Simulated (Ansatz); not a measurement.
Below is the output of a Python script on the Python package of Ansatz (0.2.0) that makes a band structure of MgN6Cl2, space group Fm-3m. Write a script that gives it. Settings: PBE, PAW, the default cutoff (420 eV here), 4×4×4 k-points, Fermi-Dirac smearing of 0.01 eV, D3BJATM dispersion.

Input file `POSCAR_mgn6cl2`:
```text
MgN6Cl2
1.0
   0.00000000    4.14634300    4.14634300
   4.14634300    0.00000000    4.14634300
   4.14634300    4.14634300    0.00000000
Mg N Cl
1 6 2
Direct
   0.00000000    0.00000000    0.00000000
   0.73416300    0.26583700    0.26583700
   0.73416300    0.73416300    0.26583700
   0.26583700    0.73416300    0.26583700
   0.26583700    0.26583700    0.73416300
   0.73416300    0.26583700    0.73416300
   0.26583700    0.73416300    0.73416300
   0.75000000    0.75000000    0.75000000
   0.25000000    0.25000000    0.25000000
```

`python bands_mgn6cl2.py` gives:
```text
DeckWarning: basis.ecutwfc = 420 eV, auto-derived from the records' recommended cutoffs: set by Mg (normal level)
density residual by iteration (eV): 1.8e-02 1.4e-03 4.4e-04 8.0e-05 5.9e-06 7.4e-07 2.7e-08
F = -6356.362 eV for 9 atoms
E(sigma -> 0) = -6356.3574 eV, TS = 0.00911 eV
closed by deck_thresholds after 7 iterations
 0 Mg 6 N at 2.20
 1 N  1 Mg at 2.20
 2 N  1 Mg at 2.20
 3 N  1 Mg at 2.20
 4 N  1 Mg at 2.20
 5 N  1 Mg at 2.20
 6 N  1 Mg at 2.20
 7 Cl 12 N at 2.93
 8 Cl 12 N at 2.93
top filled band: band 27, participation ratio 0.189 of the cell
lowest empty band: band 28, participation ratio 0.186 of the cell
zero of the bands: 2.170 eV, the Fermi level found on the SCF mesh
channel 0 - computed levels within 8 eV of the Fermi level
  K    -2.941  -2.876  -2.772  -2.590  -2.335  -2.258  -2.219  -1.963  -1.494  -1.452  -1.199  -1.073  -0.575  -0.498  -0.158  -0.001   0.184   0.279   0.418   0.421   0.428   0.434   0.577
  G    -4.027  -4.027  -4.027  -3.641  -3.400  -3.400  -3.400  -0.730  -0.730  -0.730  -0.039  -0.039  -0.039   0.520   0.520   0.524   0.524   0.524   0.880   0.880   0.880   1.165   1.165
  L    -3.267  -3.267  -3.201  -3.201  -2.657  -2.656  -2.043  -1.991  -1.035  -0.773  -0.773  -0.642  -0.491  -0.491   0.001   0.001   0.025   0.025   0.287   0.510   0.913   0.913   0.937
  W    -2.818  -2.818  -2.703  -2.654  -2.354  -2.249  -2.030  -2.018  -1.505  -1.505  -1.355  -1.355  -0.285  -0.204  -0.103   0.021   0.021   0.110   0.184   0.184   0.563   0.666   0.706
  X    -2.940  -2.940  -2.551  -2.551  -2.415  -2.010  -1.927  -1.845  -1.760  -1.760  -1.032  -0.940  -0.655  -0.655  -0.613  -0.430   0.364   0.364   0.403   0.403   0.502   0.682   0.682
```
(Warnings from the package without file and line.)

One script that gives this output:

`bands_mgn6cl2.py`
```python
"""Bands of MgN6Cl2 along a path through the zone."""

from collections import Counter

import ansatz as az
from ase.io import read
import numpy as np
from pymatgen.core import Structure

SETTINGS = {
    "xc": "pbe",
    "vdw": "d3bjatm",
    "width_ev": 0.01,
    "extra_bands": 8,
}


def main() -> None:
    atoms = read("POSCAR_mgn6cl2", format="vasp")
    mgn6cl2 = az.Crystal.from_ase(atoms)

    # high-symmetry points in fractions of the reciprocal vectors
    path = [
        ("K", (0.375, 0.375, 0.75)),
        ("G", (0.0, 0.0, 0.0)),
        ("L", (0.5, 0.5, 0.5)),
        ("W", (0.5, 0.25, 0.75)),
        ("X", (0.5, 0.0, 0.5)),
    ]
    job = (
        mgn6cl2.calculation()
        .functional(SETTINGS["xc"], dispersion=SETTINGS["vdw"])
        .kpoints(4)  # the mesh must be finer for metals
        .occupations(az.OccupationsMethod.FERMI_DIRAC, width=SETTINGS["width_ev"])  # the run then minimises F = E - TS
        .band_structure([point for _, point in path], intervals=4)
        .scf(extra_bands=SETTINGS["extra_bands"])
        .band_densities([("v1", "v1"), ("c1", "c1")])
    )
    history = []
    res = job.session().plan().execute(on_event=lambda event: history.append(event["data"]["dr2_ev"]) if event["event"] == "scf_iter" else None)
    rep = res.report
    print("density residual by iteration (eV):", " ".join(f"{value:.1e}" for value in history[:40]))

    n_atoms = len(rep["lattice"]["sites"])
    print("F =", round(rep["free_energy_ev"], 4), "eV for", n_atoms, "atoms")
    print("E(sigma -> 0) =", round(rep["energy_sigma0_ev"], 4), "eV, TS =", round(rep["entropy_ts_ev"], 5), "eV")
    print("closed by", rep["closed_by"], "after", rep["n_iterations"], "iterations")

    final = Structure(res.lattice.cell_ang, [s.symbol for s in res.lattice.sites], [s.position_frac for s in res.lattice.sites])
    # shortest distances, periodic images included
    for index, site in enumerate(final):
        near = final.get_neighbors(site, 4.5)
        edge = 1.15 * min(n.nn_distance for n in near)
        shell = Counter((round(n.nn_distance, 2), n.specie.symbol) for n in near if n.nn_distance < edge)
        print(f"{index:2d} {site.specie.symbol:2s}", ", ".join(f"{count} {symbol} at {d:.2f}" for (d, symbol), count in sorted(shell.items())))

    # how spread out the top filled and lowest empty bands are
    for name, window in zip(("top filled band", "lowest empty band"), res.band_densities().windows):
        field = window.outcome.density.channels[0].density_e_per_ang3
        ratio = field.mean() ** 2 / np.mean(field ** 2)
        print(f"{name}: band {window.window.first}, participation ratio {ratio:.3f} of the cell")

    bands = res.band_structure()
    fermi = bands.fermi_energy_ev
    print(f"zero of the bands: {fermi:.3f} eV, the Fermi level found on the SCF mesh")
    for spin, channel in enumerate(bands.channels):
        print("channel", spin, "- computed levels within 8 eV of the Fermi level")
        for i, (label, _) in enumerate(path):
            levels = channel.eigenvalues_ev[i * 4] - fermi
            print(f"  {label:3s}", " ".join(f"{e:7.3f}" for e in levels if abs(e) < 8))


if __name__ == "__main__":
    main()
```

Notes:
- Total energies depend on the potentials; only differences at equal settings carry meaning. A total without «per atom» is that of the cell as typed.
- The computed bands are complete only to about 0.7 eV above the Fermi level.
- Dispersion corrections can be off by several per cent in the lattices of metals, and by several GPa in the pressure at a fixed cell.
- For a metal this k-point mesh is coarse: on a finer one energies can move by several to tens of meV an atom and pressures by half a GPa or more, differences at one mesh by less.
- The structure comes from a database of computed cells and needn't be a stable or known phase.
- Levels are Kohn-Sham eigenvalues on this mesh.
- The whole script took 4.6 s on 1 thread of AMD EPYC 7R43 64-Core Processor (Zen 3), with other jobs on the host, peak memory 0.5 GiB.
